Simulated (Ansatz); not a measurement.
**SiH3Cl3: a barrier at many levels of theory**

How high is the barrier of this step (Si1–Cl7 formed, H2–H6 formed, Si1–H2 broken, H6–Cl7 broken), and how far do cheaper methods land from CCSD(T)?

Computed with Ansatz 0.2.0, Gaussian basis. Level: single points in def2-TZVPP on PBE0-D4/def2-TZVP structures.

Levels: SPW92, PBE-D4, BLYP-D4, r2SCAN-D4, B97M-V, PBE0-D4, B3LYP-D4, r2SCAN0-D4, BHLYP-D4, CAM-B3LYP-D4, wB97X-V, wB97M-V, B2PLYP, PBE-QIDH, RPA on PBE, Hartree-Fock, MP2, CCSD, CCSD(T). The reference is CCSD(T) at the basis limit, from triple and quadruple zeta. Zero-point energies come from PBE0-D4 vibrations.

Correlated methods freeze the cores. B3LYP uses VWN-RPA correlation. B2PLYP carries no dispersion term here.

23 further runs of the same task are left out: 23 set aside as unsound or not needed.

## Step 1: Start, saddle and end, as given

Charge 0, multiplicity 1. The folders r, ts and p hold the start, the saddle and the end; their coordinates stand in the first inputs.

```csv
pair,r (Å),ts (Å),p (Å)
Si1–Cl7,3.734,2.438,2.030
H2–H6,3.311,0.929,0.746
Si1–H2,1.473,1.668,3.832
H6–Cl7,1.283,1.667,3.525
```

## Step 2: wB97M-V/def2-TZVPP

Contents of r/in.yaml:

```yaml
crystal:
  periodic: [false, false, false]
  atoms:
    - {symbol: Si, position_ang: [-0.828634, -0.382460, 0.225015]}
    - {symbol: H, position_ang: [-0.000571, -0.665371, 1.410348]}
    - {symbol: Cl, position_ang: [0.218831, -0.973669, -1.441884]}
    - {symbol: Cl, position_ang: [-2.549178, -1.469059, 0.347746]}
    - {symbol: H, position_ang: [-1.174169, 1.041149, 0.067359]}
    - {symbol: H, position_ang: [2.040199, 0.785822, -0.755098]}
    - {symbol: Cl, position_ang: [2.293520, 1.663488, 0.146412]}
basis:
  gaussian: {orbitals: def2-TZVPP}
hamiltonian: {xc: {name: wB97M-V}}
```

Contents of ts/in.yaml:

```yaml
crystal:
  periodic: [false, false, false]
  atoms:
    - {symbol: Si, position_ang: [-0.428597, 0.015438, -0.125846]}
    - {symbol: H, position_ang: [0.700530, -0.658809, 0.900501]}
    - {symbol: Cl, position_ang: [-0.180066, -0.882771, -1.917036]}
    - {symbol: Cl, position_ang: [-1.732888, -1.206401, 0.930948]}
    - {symbol: H, position_ang: [-1.146840, 1.288179, -0.053799]}
    - {symbol: H, position_ang: [1.220901, 0.041956, 0.582091]}
    - {symbol: Cl, position_ang: [1.566959, 1.402307, -0.316960]}
basis:
  gaussian: {orbitals: def2-TZVPP}
hamiltonian: {xc: {name: wB97M-V}}
```

Contents of p/in.yaml:

```yaml
crystal:
  periodic: [false, false, false]
  atoms:
    - {symbol: Si, position_ang: [-0.828055, 0.674726, -0.474302]}
    - {symbol: H, position_ang: [1.612081, -1.766402, 1.189179]}
    - {symbol: Cl, position_ang: [-0.245147, -0.724570, -1.823388]}
    - {symbol: Cl, position_ang: [-1.570098, -0.241978, 1.178006]}
    - {symbol: H, position_ang: [-1.869443, 1.523816, -1.068943]}
    - {symbol: H, position_ang: [2.137482, -1.290331, 0.956852]}
    - {symbol: Cl, position_ang: [0.763180, 1.824640, 0.042493]}
basis:
  gaussian: {orbitals: def2-TZVPP}
hamiltonian: {xc: {name: wB97M-V}}
```

No record of the launch command was kept for these runs.

The runs that follow: CCSD(T)/def2-TZVPP; MP2/def2-QZVPP; Vibrations of the start structure; Vibrations of the end structure.

What does the calculation give? Wanted: barrier, CCSD(T)/CBS; reverse barrier, CCSD(T)/CBS; step energy, CCSD(T)/CBS; barrier with zero-point energy; step energy with zero-point energy; imaginary mode at the saddle; largest T1 diagnostic.

The runs gave:

```
                          quantity         value
              barrier, CCSD(T)/CBS  170.5 kJ/mol
      reverse barrier, CCSD(T)/CBS  240.2 kJ/mol
          step energy, CCSD(T)/CBS  -69.7 kJ/mol
    barrier with zero-point energy  169.1 kJ/mol
step energy with zero-point energy  -78.8 kJ/mol
      imaginary mode at the saddle     830i cm⁻¹
             largest T1 diagnostic         0.010
```

What this shows: B2PLYP is the best functional here (+2.1 kJ/mol from CCSD(T)/CBS); SPW92 is the worst (-67.6 kJ/mol). Mean unsigned error by rung: LDA 67.6, GGA 29.5, meta-GGA 19.7, hybrid 14.7, range-separated hybrid 3.5, double hybrid 4.5 kJ/mol. PBE-D4 gives a barrier 40.3 kJ/mol too low, outside chemical accuracy (1 kcal/mol, 4.2 kJ/mol). Every functional without exact exchange puts the barrier too low, the usual mark of self-interaction error, which favours the spread-out density of a saddle. The barrier rises with the share of exact exchange, from BLYP-D4 through B3LYP-D4 to BHLYP-D4 (-18.7, -6.0, +14.8 kJ/mol). Hartree-Fock, with no correlation, is off by +70.4 kJ/mol. Zero-point motion lowers the barrier by 1.4 kJ/mol. The end structure keeps an imaginary mode: no true minimum.
